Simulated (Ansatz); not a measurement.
# BF2HOS: the cost of one run

Program: Ansatz 0.2.0. Level of theory: RKS PBE-D4/def2-SVP. These are calculated values, not measurements.

**1. The starting structure**

Bond lengths: F1–B2 1.315 Å, B2–F3 1.328 Å, B2–O4 1.316 Å, O4–S5 1.671 Å, S5–H6 1.348 Å. Angles: F1–B2–F3 116.6°, F1–B2–O4 119.4°, F3–B2–O4 124.0°, B2–O4–S5 129.9°, O4–S5–H6 98.7°.

As a file:

```xyz
6

F    -1.3873   -1.2350   -1.0947
B    -0.4389   -0.5052   -0.5502
F     0.6935   -0.3952   -1.2343
O    -0.6517    0.0658    0.6166
S     0.3536    1.0335    1.5366
H     1.4308    1.0361    0.7261
```

**2. Relaxing end A**

Input file input.yaml:

```yaml
crystal:
  periodic: [false, false, false]
  atoms:
    - { symbol: F, position_ang: [-1.38729, -1.23496, -1.09475] }
    - { symbol: B, position_ang: [-0.43889, -0.50519, -0.55022] }
    - { symbol: F, position_ang: [0.69349, -0.39518, -1.23428] }
    - { symbol: O, position_ang: [-0.65168, 0.06579, 0.61656] }
    - { symbol: S, position_ang: [0.35362, 1.03347, 1.53659] }
    - { symbol: H, position_ang: [1.43076, 1.03607, 0.7261] }
basis:
  gaussian: { orbitals: def2-SVP }
hamiltonian:
  xc: pbe
  dispersion: d4
relax:
  f_tol: 0.015
  max_steps: 40
output:
  orbitals: {}
```

Command:

```sh
$ ansatz run input.yaml --threads 1 --pin off --max-ram 2048MiB --backend cpu --events-out ev --progress --plain --runs-dir out
```

Q: Estimate wall time and peak memory on 1 thread of an x86-64 CPU, shared host.

About 17 s, with a peak of 0.17 GiB.
